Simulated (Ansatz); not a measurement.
# H5N3OW: small, medium and large basis sets

An exercise on one series of results from a longer session: the logs are not shown, and one member is left open.

Method: one geometry, several basis sets; program: Ansatz 0.2.0, Gaussian basis.

Plan: PBE0-D4/def2-SVP; ωB97M-V/def2-SVP; PBE0-D4/def2-QZVPP; ωB97M-V/def2-QZVPP; the functionals' def2-TZVPP values are taken from earlier runs.

### The relaxed structure

The geometry comes from an earlier relaxation with PBE0-D4 in a triple-zeta def2 set; it is a stationary point, not always the lowest conformer. W takes the def2 core potential; no spin-orbit term is included.

10 atoms, charge 0, spin multiplicity 1.

Atoms are counted from 1 here; the program's logs count them from 0.

Bond lengths: N1–W2 1.753 Å, N1–H6 1.007 Å, W2–N3 1.755 Å, W2–N4 1.951 Å, W2–O5 1.912 Å, N3–H7 1.007 Å, N4–H8 1.007 Å, N4–H9 1.007 Å, O5–H10 0.959 Å. Angles: W2–N1–H6 158.5°, N1–W2–N3 114.9°, N1–W2–N4 106.9°, N1–W2–O5 107.7°, N3–W2–N4 106.6°, N3–W2–O5 109.0°, N4–W2–O5 111.9°, W2–N3–H7 155.6°, W2–N4–H8 123.4°, W2–N4–H9 123.3°, H8–N4–H9 111.5°, W2–O5–H10 119.2°.

The first run:

in.yaml reads:

```yaml
crystal:
  periodic: [false, false, false]
  atoms:
    - {symbol: N, position_ang: [-1.341172, 0.328689, -1.244409]}
    - {symbol: W, position_ang: [0.043807, 0.181559, -0.180036]}
    - {symbol: N, position_ang: [1.253528, -0.979832, -0.696693]}
    - {symbol: N, position_ang: [-0.628385, -0.444047, 1.541690]}
    - {symbol: O, position_ang: [0.856719, 1.906715, -0.043562]}
    - {symbol: H, position_ang: [-1.930876, 0.160998, -2.042765]}
    - {symbol: H, position_ang: [1.656535, -1.677671, -1.301386]}
    - {symbol: H, position_ang: [-0.131870, -1.096958, 2.126559]}
    - {symbol: H, position_ang: [-1.590154, -0.350547, 1.826734]}
    - {symbol: H, position_ang: [1.811869, 1.971074, 0.013868]}
basis:
  gaussian: {orbitals: def2-SVP}
hamiltonian: {xc: pbe0, dispersion: d4}
output: {orbitals: {seedname: orbitals}}
```

Steps of the session up to this table: PBE0-D4 in def2-SVP; ωB97M-V in def2-SVP; PBE0-D4 in def2-QZVPP; ωB97M-V in def2-QZVPP.

One table of the session follows, with a row left open; its other results are not shown here.

It belongs to the step «Density functionals: the series». 

| functional | basis | HOMO (eV) | LUMO (eV) |
| --- | --- | --- | --- |
| PBE0-D4 | def2-SVP | -7.15 | -0.20 |
| PBE0-D4 | def2-TZVPP | -7.27 | -0.36 |
| PBE0-D4 | def2-QZVPP | -7.33 | -0.49 |
| ωB97M-V | def2-SVP | ? | ? |
| ωB97M-V | def2-TZVPP | -9.53 | 1.45 |
| ωB97M-V | def2-QZVPP | -9.58 | 0.82 |

Q: Estimate the row for ωB97M-V, def2-SVP from the others.

As computed: HOMO (eV): -9.39; LUMO (eV): 1.71. In the column «HOMO (eV)» it lies between ωB97M-V, def2-TZVPP (-9.53) and PBE0-D4, def2-QZVPP (-7.33).
